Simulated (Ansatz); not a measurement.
# C2H9AlSi2: a ladder of functionals and wavefunction methods

How much do the methods differ for C2H9AlSi2? The plan is to run it at one geometry with functionals of several rungs and with coupled cluster. The yardstick is the atomisation energy at the CCSD(T) limit.

Method: functionals in def2-TZVPP, the program's frozen cores in correlated methods; program: Ansatz 0.2.0, Gaussian basis.

Plan: PBE-D4, r2SCAN-D4, PBE0-D4, B3LYP-D4, ωB97X-V, ωB97M-V, B2PLYP; CCSD(T)/def2-TZVPP; MP2/def2-QZVPP; extrapolation to the limit.

## (1) The relaxed structure

The geometry comes from an earlier relaxation with PBE0-D4 in a triple-zeta def2 set; it is a stationary point, not always the lowest conformer.

SMILES `C[C@@H]1[AlH][Si@H]1[SiH3]`, 14 atoms, charge 0, spin multiplicity 1.

Atoms are counted from 1 here; the program's logs count them from 0.

Bond lengths: C1–C2 1.514 Å, C1–H6 1.095 Å, C1–H7 1.093 Å, C1–H8 1.094 Å, C2–Al3 1.947 Å, C2–Si4 1.934 Å, C2–H9 1.109 Å, Al3–Si4 2.332 Å, Al3–H10 1.583 Å, Si4–Si5 2.330 Å, Si4–H11 1.496 Å, Si5–H12 1.489 Å, Si5–H13 1.490 Å, Si5–H14 1.489 Å. Angles: C2–C1–H6 112.2°, C2–C1–H7 110.9°, C2–C1–H8 111.8°, H6–C1–H7 107.0°, H6–C1–H8 107.5°, H7–C1–H8 107.1°, C1–C2–Al3 137.9°, C1–C2–Si4 124.3°, C1–C2–H9 111.3°, Al3–C2–Si4 73.9°, Al3–C2–H9 97.9°, Si4–C2–H9 103.5°, C2–Al3–Si4 52.8°, C2–Al3–H10 143.6°, Si4–Al3–H10 163.4°, C2–Si4–Al3 53.3°, C2–Si4–Si5 119.4°, C2–Si4–H11 109.6° and more.

Geometry (Å):

```xyz
14
charge 0, multiplicity 1
C    -2.04332    0.25074   -0.71894
C    -0.80064   -0.56410   -0.43082
Al   -0.34334   -2.23938    0.44962
Si    0.50472   -0.11987    0.92475
Si    2.39026    1.11570    0.33440
H    -1.80428    1.23806   -1.12823
H    -2.62219    0.41405    0.19346
H    -2.70293   -0.25129   -1.43337
H    -0.18749   -0.70016   -1.34478
H    -0.68429   -3.78422    0.50543
H    -0.18538    0.47206    2.11267
H     2.96445    0.53836   -0.91268
H     2.07555    2.54935    0.07574
H     3.42608    1.05149    1.40156
```

## (2) PBE-D4 (GGA)

Contents of in.yaml:

```yaml
crystal:
  periodic: [false, false, false]
  atoms:
    - {symbol: C, position_ang: [-2.043317, 0.250745, -0.718941]}
    - {symbol: C, position_ang: [-0.800636, -0.564098, -0.430823]}
    - {symbol: Al, position_ang: [-0.343342, -2.239378, 0.449619]}
    - {symbol: Si, position_ang: [0.504720, -0.119868, 0.924753]}
    - {symbol: Si, position_ang: [2.390256, 1.115699, 0.334404]}
    - {symbol: H, position_ang: [-1.804283, 1.238064, -1.128228]}
    - {symbol: H, position_ang: [-2.622188, 0.414049, 0.193457]}
    - {symbol: H, position_ang: [-2.702926, -0.251292, -1.433372]}
    - {symbol: H, position_ang: [-0.187488, -0.700164, -1.344777]}
    - {symbol: H, position_ang: [-0.684292, -3.784220, 0.505432]}
    - {symbol: H, position_ang: [-0.185382, 0.472064, 2.112671]}
    - {symbol: H, position_ang: [2.964450, 0.538361, -0.912685]}
    - {symbol: H, position_ang: [2.075551, 2.549348, 0.075737]}
    - {symbol: H, position_ang: [3.426078, 1.051490, 1.401555]}
basis:
  gaussian: {orbitals: def2-TZVPP}
hamiltonian: {xc: pbe, dispersion: d4}
output: {forces: true, orbitals: {seedname: orbitals}}
```

The run is started by

```
$ ansatz run in.yaml --threads 4 --pin off --events-out ev --progress --plain --max-ram 10444MiB
```

After this run come: r2SCAN-D4 (meta-GGA); PBE0-D4 (hybrid); B3LYP-D4 (hybrid); ωB97X-V (range-separated); ωB97M-V (range-separated); B2PLYP (double hybrid); CCSD(T) in def2-TZVPP; MP2 in def2-QZVPP.

Q: Predict the results of all the runs planned. Wanted: atomisation energy, CCSD(T)/CBS; farthest; mean size of error, hybrid; mean size of error, range-separated; gap, smallest and largest; T1 diagnostic; triples share of the correlation energy.

As calculated:

| quantity | value |
| --- | --- |
| atomisation energy, CCSD(T)/CBS | 4514.1 kJ/mol |
| functionals within 22.6 kJ/mol (0.5 %) | r2SCAN-D4, PBE0-D4, B3LYP-D4, ωB97M-V |
| farthest | B2PLYP (-70.3 kJ/mol) |
| mean size of error, hybrid | 7.2 kJ/mol |
| mean size of error, range-separated | 13.7 kJ/mol |
| gap, smallest and largest | 2.48 eV (PBE-D4), 8.18 eV (ωB97X-V) |
| T1 diagnostic | 0.0132 |
| triples share of the correlation energy | 4.1 % |

What this shows: PBE-D4 misses by +25.5 kJ/mol. Double hybrids carry the basis error of their MP2 part in triple zeta, and no dispersion term here, so their miss is partly the set-up's. The reference freezes the cores and leaves out relativity and excitations past (T), so misses under about 22.6 kJ/mol can't be ranked. Hartree-Fock recovers 75 % of the binding; the rest is correlation. The gap grows from 2.5 to 8.2 eV across the functionals, mostly with the share of exact exchange.
